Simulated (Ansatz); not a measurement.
The system is Cu3O2.

```
CELL_PARAMETERS angstrom
-2.02298 2.02298 3.67362
2.02298 -2.02298 3.67362
2.02298 2.02298 -3.67362
ATOMIC_POSITIONS crystal
Cu 0.00000 0.00000 0.00000
Cu 0.75000 0.25000 0.50000
Cu 0.25000 0.75000 0.50000
O 0.50000 0.00000 0.50000
O 0.00000 0.50000 0.50000
```

The cell comes from a database or a generator and needn't be the stable form of this composition.

```yaml
Program: Ansatz 0.2.0
Task: relaxation of cell and atoms
Functional: BLYP
Potentials_or_basis: Ansatz PAW
Cutoff: "420 eV (not typed: the program's choice for these potentials)"
k_mesh: 9 × 9 × 9
Occupations: fermi-dirac, width 0.05 eV
Spin: no spin polarisation
```

At the start: volume 12.03 Å³/atom.

**Question.** Where does the relaxation end?

**Answer.** It ends after 9 steps and the volume is 12.90 Å³/atom (+7.3 %); space group I4/mmm (No. 139, to 0.05 Å).

The path:
```tsv
step	energy change (eV)	largest force (eV/Å)	volume (Å³)
1	0.0000	0.0000	60.14
2	-0.0425	0.0000	61.76
3	-0.0582	0.0000	63.71
4	-0.0579	0.0000	64.03
5	-0.0579	0.0000	64.05
6	-0.0780	0.0000	64.05
7	-0.0773	0.0000	64.46
8	-0.0771	0.0000	64.51
9	-0.0788	0.0000	64.51
```

Final structure:
```cif
data_structure
_symmetry_space_group_name_H-M 'P 1'
_symmetry_Int_Tables_number 1
_cell_length_a 4.7253
_cell_length_b 4.7253
_cell_length_c 4.7253
_cell_angle_alpha 127.441
_cell_angle_beta 127.441
_cell_angle_gamma 77.532
_cell_volume 64.51
loop_
_atom_site_label
_atom_site_type_symbol
_atom_site_fract_x
_atom_site_fract_y
_atom_site_fract_z
_atom_site_occupancy
Cu1 Cu 0.00000 0.00000 0.00000 1
Cu2 Cu 0.75000 0.25000 0.50000 1
Cu3 Cu 0.25000 0.75000 0.50000 1
O1 O 0.50000 0.00000 0.50000 1
O2 O 0.00000 0.50000 0.50000 1
```

Caveat: the plane-wave basis is chosen anew once the cell has moved, so the energies of steps on either side of that aren't comparable; the pressure holds a Pulay correction of +0.5 GPa for the finite cutoff; an odd number of electrons without spin polarisation forces a metal; a magnetic or distorted state may lie lower; the run has no spin polarisation, though such a crystal can be magnetic; the PAW data sets come from PBE, with cores solved anew for the run's functional, which leaves a small shift of forces and pressure.
